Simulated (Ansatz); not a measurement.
# MnSn3: magnetic order and moments

One table from this session's results is given with a row withheld; the runs are named, their logs left out.

Program: Ansatz 0.2.0. Level of theory: DFT PBEsol, scalar-relativistic, plane waves, PAW. These are calculated values, not measurements.

## The starting structure

The structure is cubic, space group Pm-3m (No. 221). Conventional cell: a = 4.276 Å, b = 4.276 Å, c = 4.276 Å, α = 90.00°, β = 90.00°, γ = 90.00°. Around Sn (site symmetry 4/mmm) lie 8 Sn at 3.02 Å and 4 Mn at 3.02 Å. Mn (site symmetry m-3m) is surrounded by 12 Sn at 3.02 Å.

Structure file:

```
Sn Mn
1.0
     4.27631    0.00000    0.00000
     0.00000    4.27631    0.00000
     0.00000    0.00000    4.27631
Sn Mn
3 1
Direct
  0.00000 0.50000 0.50000
  0.50000 0.00000 0.50000
  0.50000 0.50000 0.00000
  0.00000 0.00000 0.00000
```

This is a hypothetical structure, made by putting the elements on a prototype's sites.

Set-up of the first run:

(A quick probe on a coarse mesh, which set the mesh and smearing, is not shown.)

Input file input.yaml:

```yaml
crystal:
  lattice:
    - [4.2763074099, 0.0, 0.0]
    - [0.0, 4.2763074099, 0.0]
    - [0.0, 0.0, 4.2763074099]
  atoms:
    - { symbol: Sn, position: [0.0, 0.5, 0.5] }
    - { symbol: Sn, position: [0.5, 0.0, 0.5] }
    - { symbol: Sn, position: [0.5, 0.5, 0.0] }
    - { symbol: Mn, position: [0.0, 0.0, 0.0], spin: 4.05 }
basis:
  ecutwfc: 420
kpoints:
  mp_grid: { grid: [6, 6, 6] }
hamiltonian:
  xc: pbesol
scf:
  occupations: { method: gaussian, width: 0.1 }
output:
  forces: true
  stress: true
  eigenvalues: true
  populations: true
magnetization:
  spin_polarized: true
relax:
  adjacent_minimum: "off"
  f_tol: 0.05
  max_steps: 80
  cell: { stress_tol: 0.5 }
```

Command:

```sh
$ ansatz run input.yaml --threads 1 --pin off --max-ram 2560MiB --backend cpu --events-out ev --progress --plain --runs-dir out
```

Among the steps run: A loose first relaxation; Full relaxation; Magnetic start: no spin polarisation; Magnetic start: ferromagnetic; Magnetic start: large parallel starting moments; Magnetic start: antiferromagnetic, doubled cell, propagation vector (0, 0, 1/2); Magnetic start: antiferromagnetic, doubled cell, propagation vector (0, 1/2, 1/2); Magnetic start: antiferromagnetic, doubled cell, propagation vector (1/2, 1/2, 1/2); Magnetic start: small parallel starting moments.

One table of the session follows, with a row left open; its other results are not shown here.

It belongs to the step «The magnetic starts in order of energy». 

```
                                                              start  energy above the lowest (meV/atom)  pressure (GPa)
                                                      ferromagnetic                                0.00             0.0
                                    large parallel starting moments                                0.00             0.0
                                    small parallel starting moments                                0.00             0.0
  antiferromagnetic, doubled cell, propagation vector (0, 1/2, 1/2)                                5.81            -0.2
antiferromagnetic, doubled cell, propagation vector (1/2, 1/2, 1/2)                                12.1             0.0
    antiferromagnetic, doubled cell, propagation vector (0, 0, 1/2)                                   ?               ?
                                                            no spin                                 438            -6.6
```

**Question.** Estimate the row for antiferromagnetic, doubled cell, propagation vector (0, 0, 1/2).

**Answer.** energy above the lowest (meV/atom): 12.9; pressure (GPa): 0.1. In the column «energy above the lowest (meV/atom)» it lies between antiferromagnetic, doubled cell, propagation vector (1/2, 1/2, 1/2) (12.1) and no spin (438).

To keep in mind: Only these starts were tried, so a lower state is not ruled out.
